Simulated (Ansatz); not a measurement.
**AlGaH8Si2: how energies converge with the basis set**

Aim: see how fast density functionals converge with the basis set for AlGaH8Si2.

Program: Ansatz 0.2.0, Gaussian basis. Level of theory: one geometry, several basis sets. These are calculated values, not measurements.

Levels to be run: PBE0-D4/def2-SVP; ωB97M-V/def2-SVP; PBE0-D4/def2-QZVPP; ωB97M-V/def2-QZVPP; the functionals' def2-TZVPP values are taken from earlier runs.

## Step 1: Structure used throughout

An earlier PBE0-D4 in a triple-zeta def2 set relaxation fixed the geometry.

SMILES `[AlH2][SiH2][SiH2][GaH2]`, 12 atoms, charge 0, spin multiplicity 1.

Atoms are counted from 1 here; the program's logs count them from 0.

Bond lengths: Al1–Si2 2.438 Å, Al1–H5 1.588 Å, Al1–H6 1.588 Å, Si2–Si3 2.355 Å, Si2–H7 1.493 Å, Si2–H8 1.493 Å, Si3–Ga4 2.397 Å, Si3–H9 1.492 Å, Si3–H10 1.492 Å, Ga4–H11 1.572 Å, Ga4–H12 1.572 Å. Angles: Si2–Al1–H5 120.0°, Si2–Al1–H6 119.9°, H5–Al1–H6 119.8°, Al1–Si2–Si3 106.3°, Al1–Si2–H7 114.0°, Al1–Si2–H8 114.0°, Si3–Si2–H7 107.3°, Si3–Si2–H8 107.3°, H7–Si2–H8 107.5°, Si2–Si3–Ga4 106.5°, Si2–Si3–H9 107.8°, Si2–Si3–H10 107.8°, Ga4–Si3–H9 113.5°, Ga4–Si3–H10 113.4°, H9–Si3–H10 107.5°, Si3–Ga4–H11 120.3°, Si3–Ga4–H12 120.2°, H11–Ga4–H12 119.2°.

## Step 2: PBE0-D4 in def2-SVP

in.yaml reads:

```yaml
crystal:
  periodic: [false, false, false]
  atoms:
    - {symbol: Al, position_ang: [-2.472577, 1.395550, 0.918814]}
    - {symbol: Si, position_ang: [-1.003798, 0.171802, -0.594265]}
    - {symbol: Si, position_ang: [1.006289, -0.185413, 0.579851]}
    - {symbol: Ga, position_ang: [2.460870, -1.379233, -0.905446]}
    - {symbol: H, position_ang: [-2.431169, 2.982615, 0.956339]}
    - {symbol: H, position_ang: [-3.384035, 0.604375, 1.950508]}
    - {symbol: H, position_ang: [-0.663588, 0.914987, -1.843258]}
    - {symbol: H, position_ang: [-1.527209, -1.167026, -0.996611]}
    - {symbol: H, position_ang: [0.679261, -0.938826, 1.825521]}
    - {symbol: H, position_ang: [1.539476, 1.147148, 0.988133]}
    - {symbol: H, position_ang: [2.417018, -2.949126, -0.967049]}
    - {symbol: H, position_ang: [3.379463, -0.596864, -1.912548]}
basis:
  gaussian: {orbitals: def2-SVP}
hamiltonian: {xc: pbe0, dispersion: d4}
output: {orbitals: {seedname: orbitals}}
```

Started as:

```sh
ansatz run in.yaml --threads 4 --pin off --events-out ev --progress --plain --max-ram 10444MiB
```

After this run come: ωB97M-V in def2-SVP; PBE0-D4 in def2-QZVPP; ωB97M-V in def2-QZVPP.

**Question.** What will the summary of the whole plan be? Wanted: PBE0-D4: double and triple zeta above quadruple; ωB97M-V: double and triple zeta above quadruple.

**Answer**, as computed:

```
                                       quantity           value
PBE0-D4: double and triple zeta above quadruple  16.47, 1.91 eV
ωB97M-V: double and triple zeta above quadruple  16.46, 1.86 eV
```

What this shows: For PBE0-D4 the step from double to triple zeta gains 14.56 eV and the next only 1.91 eV. These are total energies; as a rule much of such shifts cancels in differences, which this series doesn't test.
